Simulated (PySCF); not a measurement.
**C₄H₆OSi: electronic excitations and core binding energies**

Wanted: the electronic excitations and core binding energies of C₄H₆OSi (`C=C1C=CO[SiH2]1`), by calculation.

Computed with PySCF 2.14.0, with density-fitted response routines of our own, on a single molecule in the gas phase. Atoms count from 0, in the outputs and in this text.

### Step 1. The starting structure

12 atoms, charge 0, multiplicity 1; geometry from: GFN2-xTB.

Bonds of the start (Å): C0–C1 1.33, C1–C2 1.46, C2–C3 1.33, C3–O4 1.36, O4–Si5 1.66, Si5–C1 1.89, C0–H6 1.08, C0–H7 1.08, C2–H8 1.08, C3–H9 1.08, Si5–H10 1.46, Si5–H11 1.46.

### Step 2. Excited states and response: wB97X-D/def2-SVPD

What the job is given:

```
{"job": {"kind": "uv", "xc": "wB97X-D", "basis": "def2-SVPD", "nstates": 8, "ntriplets": 3}, "charge": 0, "multiplicity": 1}
C      1.932724    -0.303328    -0.221632
C      0.623325    -0.109080    -0.074143
C     -0.379527    -1.163278    -0.094743
C     -1.624193    -0.716710     0.074887
O     -1.819058     0.616648     0.241787
Si    -0.391796     1.466595     0.197710
H      2.348853    -1.288490    -0.370212
H      2.632656     0.514399    -0.198445
H     -0.132427    -2.200586    -0.233141
H     -2.528008    -1.304508     0.096599
H     -0.447945     2.378263    -0.938914
H     -0.213407     2.109390     1.494220
```

Level: TDDFT wB97X-D/def2-SVPD, vertical, gas phase, core orbitals frozen in the response.

The run is started by

```console
> OMP_NUM_THREADS=1 python probes_run.py task.json out
```

The driver reads the jobs from task.json and runs them one after another.

**Question.** This job is followed by: delta-SCF UKS SCAN, pcX-2 on the ionised atom, pcseg-1 elsewhere, spin-free X2C. Predict these results of the whole session: lowest singlet (wB97X-D/def2-SVPD); lowest triplet; C1s binding energies, SCAN/pcX-2 (standing for 2 of 4 atoms); O1s binding energies, SCAN/pcX-2; Si1s binding energies, SCAN/pcX-2; Si2p binding energies, SCAN/pcX-2.

The runs gave:

| quantity | value |
| --- | --- |
| lowest singlet (wB97X-D/def2-SVPD) | 5.01 eV (248 nm), f = 0.324 |
| lowest triplet | 3.01 eV |
| C1s binding energies, SCAN/pcX-2 (standing for 2 of 4 atoms) | C2 290.06, C0 289.62 eV |
| O1s binding energies, SCAN/pcX-2 | O4 538.31 eV |
| Si1s binding energies, SCAN/pcX-2 | Si5 1847.18 eV |
| Si2p binding energies, SCAN/pcX-2 | Si5 107.56 eV |

**Reading.** The lowest singlet, at 5.01 eV, is HOMO→LUMO 0.96 and is bright. The lowest triplet lies 2.00 eV below the lowest singlet (triplets in Tamm-Dancoff, singlets in full TDDFT). C2 (β carbon of an enol-ether or enamine type C=C) binds its C1s electron 0.44 eV more tightly than C0 (terminal =CH2 carbon). Only 2 of the 4 C atoms are covered by sound results.
